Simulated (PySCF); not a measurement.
# GeB (quartet) under other conditions

How does GeB (quartet) answer to another spin, charge, distance or environment?

Method: each script names its method and basis; program: PySCF 2.14.0.

4 further runs of the same task are left out: 4 that didn't finish.

**1. The starting structure**

GeB (quartet): 2 atoms, charge 0, spin multiplicity 4.

Bond lengths: Ge1–B2 1.876 Å.

**2. Base script**

input.py

```python
from pyscf import gto, dft

mol = gto.M(
    atom='Ge 0 0 0; B 0 0 1.876',
    basis='crenbl',
    ecp={'Ge': 'crenbl', 'B': 'crenbl'},
    charge=0,
    spin=3,
    symmetry=True,
    verbose=3,
)
mf = dft.UKS(mol, xc='bp86')
mf.kernel()
g = mf.nuc_grad_method()
g.grid_response = True
g.kernel()
mf.dip_moment()
print('orbital energies (hartree):', [e[max(0, n-3):n+3].round(4) for e, n in zip(mf.mo_energy, mol.nelec)])
```

Run with:

```sh
$ OMP_NUM_THREADS=1 python input.py
```

The log of this run is left out.

It gives: E(SCF) = -99.273310 Eh, ⟨S²⟩ = 3.752, μ = 0.96 D, gradient on the second atom -0.0592 Eh/bohr.

The bond length is a typed value, not an optimised one. The quartet is typed in the script; nothing here shows that it is the ground state.

**3. Electric field 0.01 a.u.**

Run 1 changes electric field: none → 0.01 a.u.; point-group symmetry: on → off; step after the SCF: gradient → analyze.

input.py

```python
from pyscf import gto, dft

mol = gto.M(
    atom='Ge 0 0 0; B 0 0 1.876',
    basis='crenbl',
    ecp={'Ge': 'crenbl', 'B': 'crenbl'},
    charge=0,
    spin=3,
    verbose=3,
)
mf = dft.UKS(mol, xc='bp86')
field = 0.01  # electric field along z, atomic units
h = mf.get_hcore() + field*mol.intor('int1e_r')[2]
mf.get_hcore = lambda *args: h
e_nuc = mol.energy_nuc() - field*mol.atom_charges() @ mol.atom_coords()[:, 2]
mf.energy_nuc = lambda *args: e_nuc
mf.kernel()
mf.mulliken_pop()
mf.dip_moment()
print('orbital energies (hartree):', [e[max(0, n-3):n+3].round(4) for e, n in zip(mf.mo_energy, mol.nelec)])
```

Run with:

```sh
$ OMP_NUM_THREADS=1 python input.py
```

**4. Bond 1.501 Å**

Run 2 changes bond length: 1.876 Å → 1.501 Å.

input.py: that of step 2 with these lines changed.

```diff
@@ -3,3 +3,3 @@
 mol = gto.M(
-    atom='Ge 0 0 0; B 0 0 1.876',
+    atom='Ge 0 0 0; B 0 0 1.501',
     basis='crenbl',
```

**5. PCM, ε = 32.6**

Run 3 changes solvent: none (gas phase) → PCM, ε = 32.6.

input.py: that of step 2 with these lines changed.

```diff
@@ -1,2 +1,2 @@
-from pyscf import gto, dft
+from pyscf import gto, dft, solvent
 
@@ -12,6 +12,6 @@
 mf = dft.UKS(mol, xc='bp86')
+mf = solvent.PCM(mf)
+mf.with_solvent.eps = 32.6
 mf.kernel()
-g = mf.nuc_grad_method()
-g.grid_response = True
-g.kernel()
+mf.nuc_grad_method().kernel()
 mf.dip_moment()
```

Q: Predict the outcome of this session. Wanted: for each run, E(SCF); from base; SCF dipole.

**Answer**, as computed:

| run | E(SCF) (hartree) | from base (eV) | SCF dipole (D) |
| --- | --- | --- | --- |
| base | -99.273310 | 0 | 0.96 |
| electric field 0.01 a.u. | -99.273438 | -0.0035 | 1.02 |
| bond 1.501 Å | -99.125104 | +4.0329 | 0.52 |
| PCM, ε = 32.6 | -99.274791 | -0.0403 | 1.55 |

What this shows: Of the runs whose energies can be compared, “bond 1.501 Å” moves the SCF energy most (+4.033 eV). A continuum solvent with ε = 32.6 lowers the energy by 0.040 eV.
